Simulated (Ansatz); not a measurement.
# SiH3O3 radical: how energies converge with the basis set

An exercise on one series of results from a longer session: the logs are not shown, and one member is left open.

The runs use Ansatz 0.2.0, Gaussian basis; one geometry, several basis sets.

Levels to be run: PBE0-D4/def2-SVP; ωB97M-V/def2-SVP; PBE0-D4/def2-QZVPP; ωB97M-V/def2-QZVPP; the functionals' def2-TZVPP values are taken from earlier runs.

## Structure used throughout

The geometry comes from an earlier relaxation with PBE0-D4 in a triple-zeta def2 set; it is a stationary point, not always the lowest conformer.

SMILES `O[Si](O)O`, 7 atoms, charge 0, spin multiplicity 2.

Atoms are counted from 1 here; the program's logs count them from 0.

Bond lengths: O1–Si2 1.648 Å, O1–H5 0.959 Å, Si2–O3 1.637 Å, Si2–O4 1.642 Å, O3–H6 0.961 Å, O4–H7 0.959 Å. Angles: Si2–O1–H5 117.0°, O1–Si2–O3 114.2°, O1–Si2–O4 106.2°, O3–Si2–O4 106.3°, Si2–O3–H6 116.2°, Si2–O4–H7 116.5°.

The first run:

Contents of in.yaml:

```yaml
crystal:
  periodic: [false, false, false]
  atoms:
    - {symbol: O, position_ang: [-1.063778, 1.054741, 0.036087]}
    - {symbol: Si, position_ang: [-0.335007, -0.422147, -0.018135]}
    - {symbol: O, position_ang: [0.491951, -0.811747, 1.340304]}
    - {symbol: O, position_ang: [0.775875, -0.339912, -1.225001]}
    - {symbol: H, position_ang: [-1.837905, 1.138462, 0.595929]}
    - {symbol: H, position_ang: [1.450346, -0.764586, 1.282527]}
    - {symbol: H, position_ang: [0.518528, 0.145180, -2.011711]}
basis:
  gaussian: {orbitals: def2-SVP}
magnetization: {spin_polarized: true, initial_magnetization: 1}
hamiltonian: {xc: pbe0, dispersion: d4}
output: {orbitals: {seedname: orbitals}}
```

Among the steps run: PBE0-D4 in def2-SVP; ωB97M-V in def2-SVP; PBE0-D4 in def2-QZVPP; ωB97M-V in def2-QZVPP.

One table of the session follows, with a row left open; its other results are not shown here.

It belongs to the step «Density functionals: the series». 

```
functional       basis  HOMO (eV)  LUMO (eV)
   PBE0-D4    def2-SVP      -5.66      -1.66
   PBE0-D4  def2-TZVPP      -5.93      -1.85
   PBE0-D4  def2-QZVPP      -6.01      -1.98
   ωB97M-V    def2-SVP      -7.45      -0.05
   ωB97M-V  def2-TZVPP          ?          ?
   ωB97M-V  def2-QZVPP      -7.82      -0.51
```

**Question.** Estimate the row for ωB97M-V, def2-TZVPP.

As computed: HOMO (eV): -7.73; LUMO (eV): -0.34. In the column «HOMO (eV)» it lies between ωB97M-V, def2-QZVPP (-7.82) and ωB97M-V, def2-SVP (-7.45).
